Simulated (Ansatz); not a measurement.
**ZnCu: a minimum-energy path by PAW and LAPW**

How high is the barrier in ZnCu when atom 2 (Cu) and its images move by one cell vector a? Run with PAW and LAPW; the cell is small, so the move is collective. Both runs start alike, so that frozen cores can be judged against all electrons.

Program: Ansatz 0.2.0. Level of theory: DFT PBE, scalar-relativistic. These are calculated values, not measurements.

## Step 1: The structure to begin with

The cell holds 2 atoms (CuZn): a = 2.945 Å, b = 2.945 Å, c = 2.945 Å, α = 90.00°, β = 90.00°, γ = 90.00°.

As a file:

```
Zn Cu
1.0
     2.94500    0.00000    0.00000
     0.00000    2.94500    0.00000
     0.00000    0.00000    2.94500
Zn Cu
1 1
Direct
  0.50000 0.50000 0.50000
  0.00000 0.00000 0.00000
```

The geometry is a database entry used as it stands. It may stem from high pressure or temperature, or be incomplete, so it serves as a test cell.

## Step 2: PAW with frozen cores

input.yaml reads:

```yaml
crystal:
  lattice:
    - [2.945, 0.0, 0.0]
    - [0.0, 2.945, 0.0]
    - [0.0, 0.0, 2.945]
  atoms:
    - { symbol: Zn, position: [0.5, 0.5, 0.5] }
    - { symbol: Cu, position: [0.0, 0.0, 0.0] }
kpoints:
  mp_grid: { grid: [8, 8, 8] }
scf:
  occupations: { method: fermi_dirac, width: 0.05 }
hamiltonian:
  xc: pbe
  pseudopotentials: { kind: paw }
output:
  forces: true
neb:
  images: 5
  f_tol: 0.05
  max_iterations: 40
  relax_end_points: true
  final_atoms:
    - { symbol: Zn, position: [0.5, 0.5, 0.5] }
    - { symbol: Cu, position: [1.0, 0.0, 0.0] }
```

On the command line:

```bash
ansatz run input.yaml --threads 4 --pin off --max-ram 4096MiB --backend cpu --events-out ev --progress --plain --runs-dir out
```

## Step 5: LAPW, all electrons

Edit input.yaml of step 2 so:

```diff
@@ -14,3 +14,3 @@
   xc: pbe
-  pseudopotentials: { kind: paw }
+  pseudopotentials: { kind: all_electron, lapw: { basis_error: 0.001 } }
 output:
```

(Steps that only read results are left out.)

Before running it: what results should come out? Wanted: PAW: barrier forwards; PAW: barrier backwards; PAW: second end relative to first; PAW: highest image; LAPW: barrier forwards; LAPW: barrier backwards; LAPW: second end relative to first; LAPW: highest image.

As calculated:

| quantity | value |
| --- | --- |
| PAW: barrier forwards | 2.634 eV |
| PAW: barrier backwards | 2.634 eV |
| PAW: second end relative to first | 0.000 eV |
| PAW: highest image | 3 of 0 to 6, climbing |
| PAW: band iterations | 2 |
| LAPW: barrier forwards | 2.638 eV |
| LAPW: barrier backwards | 2.638 eV |
| LAPW: second end relative to first | 0.000 eV |
| LAPW: highest image | 3 of 0 to 6, climbing |
| LAPW: band iterations | 2 |

In words: PAW: The barrier from the first end is 2.63 eV, 102 times kT at 300 K. The two ends lie within 1 meV of each other. One curvature at the top is negative and the next is not: a first-order saddle point. LAPW: Along this path the system climbs 2.64 eV from the first end (102 kT at 300 K). The program found one negative curvature at the climbing image, so it is a first-order saddle. The highest points differ by 4 meV between the methods. Since every periodic image moves, this is not the barrier of a lone defect. LAPW took about 13 times as long as PAW (24 min against 1.8 min, on a shared host and with the outputs that each input asks for).
